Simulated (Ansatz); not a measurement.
# C2H9B2N: the cost of one run

Method: RKS PBE-D4/def2-SVP, in Ansatz 0.2.0.

### 1 Starting point

Bond lengths: B1–C2 1.558 Å, C2–C3 1.541 Å, C3–B4 1.644 Å, C3–N5 1.443 Å, B1–H6 1.155 Å, B1–H7 1.229 Å, C2–H8 1.072 Å, C2–H9 1.127 Å, C3–H10 1.153 Å, B4–H11 1.205 Å, B4–H12 1.134 Å, N5–H13 1.070 Å, N5–H14 1.088 Å. Angles (14 of 21 angles, heavy atoms first): B1–C2–C3 113.0°, C2–C3–B4 111.6°, C2–C3–N5 114.4°, B4–C3–N5 109.7°, B1–C2–H8 111.2°, B1–C2–H9 102.8°, C3–C2–H8 108.5°, C3–C2–H9 111.4°, C2–B1–H6 125.7°, C2–B1–H7 118.8°, C2–C3–H10 107.4°, B4–C3–H10 102.7°, N5–C3–H10 110.4°, C3–B4–H11 115.9°.

Coordinates:

```xyz
14

B    -0.8803    0.3756    1.7844
C    -0.2791   -0.5716    0.7032
C     0.4854    0.1834   -0.4019
B     1.4050   -0.8359   -1.3061
N    -0.3506    0.9804   -1.2662
H    -0.6201    0.3658    2.9094
H    -1.7376    1.1900    1.4476
H    -1.0420   -1.1678    0.2420
H     0.4098   -1.2314    1.3035
H     1.2743    0.8460    0.1161
H     1.2355   -2.0126   -1.1085
H     2.0446   -0.4327   -2.1510
H    -1.2378    0.4536   -1.5504
H    -0.7199    1.8281   -0.6932
```

### 2 Relaxing end A

Input file input.yaml:

```yaml
crystal:
  periodic: [false, false, false]
  atoms:
    - { symbol: B, position_ang: [-0.8803, 0.3756, 1.7844] }
    - { symbol: C, position_ang: [-0.2791, -0.5716, 0.7032] }
    - { symbol: C, position_ang: [0.4854, 0.1834, -0.4019] }
    - { symbol: B, position_ang: [1.405, -0.8359, -1.3061] }
    - { symbol: "N", position_ang: [-0.3506, 0.9804, -1.2662] }
    - { symbol: H, position_ang: [-0.6201, 0.3658, 2.9094] }
    - { symbol: H, position_ang: [-1.7376, 1.19, 1.4476] }
    - { symbol: H, position_ang: [-1.042, -1.1678, 0.242] }
    - { symbol: H, position_ang: [0.4098, -1.2314, 1.3035] }
    - { symbol: H, position_ang: [1.2743, 0.846, 0.1161] }
    - { symbol: H, position_ang: [1.2355, -2.0126, -1.1085] }
    - { symbol: H, position_ang: [2.0446, -0.4327, -2.151] }
    - { symbol: H, position_ang: [-1.2378, 0.4536, -1.5504] }
    - { symbol: H, position_ang: [-0.7199, 1.8281, -0.6932] }
basis:
  gaussian: { orbitals: def2-SVP }
hamiltonian:
  xc: pbe
  dispersion: d4
relax:
  f_tol: 0.02
  max_steps: 50
output:
  orbitals: {}
```

On the command line:

```sh
ansatz run input.yaml --threads 2 --pin off --max-ram 3072MiB --backend cpu --events-out ev --progress --plain --runs-dir out
```

What time and memory should one allow on 2 threads of Intel Xeon 6975P-C (Granite Rapids), shared host?

About 37 s, with a peak of 0.18 GiB.
